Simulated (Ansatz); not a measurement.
# AlFH5OSi: the cost of one run

Program: Ansatz 0.2.0. Level of theory: UKS BLYP-D4/6-31G. These are calculated values, not measurements.

**1. The structure to begin with**

Bond lengths: F1–Al2 1.626 Å, Al2–O3 1.777 Å, O3–Si4 1.857 Å, Al2–H5 1.484 Å, O3–H6 0.972 Å, Si4–H7 1.458 Å, Si4–H8 1.457 Å, Si4–H9 1.459 Å. Angles: F1–Al2–O3 110.1°, F1–Al2–H5 134.3°, O3–Al2–H5 115.6°, Al2–O3–Si4 136.8°, Al2–O3–H6 113.4°, Si4–O3–H6 109.9°, O3–Si4–H7 99.2°, O3–Si4–H8 99.1°, O3–Si4–H9 98.5°, H7–Si4–H8 117.9°, H7–Si4–H9 117.1°, H8–Si4–H9 117.9°.

Coordinates:

```xyz
9

F    -1.1584    2.3651   -1.5790
Al   -0.5314    0.8662   -1.5099
O    -0.1394    0.4446    0.1708
Si    0.5305   -1.0333    1.0735
H    -0.2256   -0.1768   -2.5197
H    -0.3090    1.1671    0.7990
H     1.8304   -0.4999    1.4643
H     0.4912   -2.0031   -0.0127
H    -0.4884   -1.1299    2.1136
```

**2. Relaxing end A**

input.yaml reads:

```yaml
crystal:
  periodic: [false, false, false]
  atoms:
    - { symbol: F, position_ang: [-1.1584, 2.3651, -1.579] }
    - { symbol: Al, position_ang: [-0.53137, 0.86616, -1.50987] }
    - { symbol: O, position_ang: [-0.13937, 0.44462, 0.1708] }
    - { symbol: Si, position_ang: [0.53053, -1.03328, 1.07353] }
    - { symbol: H, position_ang: [-0.22558, -0.17684, -2.51966] }
    - { symbol: H, position_ang: [-0.30897, 1.16715, 0.79901] }
    - { symbol: H, position_ang: [1.83037, -0.49993, 1.46427] }
    - { symbol: H, position_ang: [0.4912, -2.00312, -0.01267] }
    - { symbol: H, position_ang: [-0.48841, -1.12986, 2.11358] }
total_charge: 1
magnetization:
  spin_polarized: true
basis:
  gaussian: { orbitals: "6-31G" }
hamiltonian:
  xc: blyp
  dispersion: d4
relax:
  f_tol: 0.02
  max_steps: 50
```

Launch:

```console
$ ansatz run input.yaml --threads 1 --pin off --max-ram 2048MiB --backend cpu --events-out ev --progress --plain --runs-dir out
```

What time and memory should one allow on 1 thread of Arm Neoverse V2, shared host?

About 21 s, with a peak of 0.18 GiB.
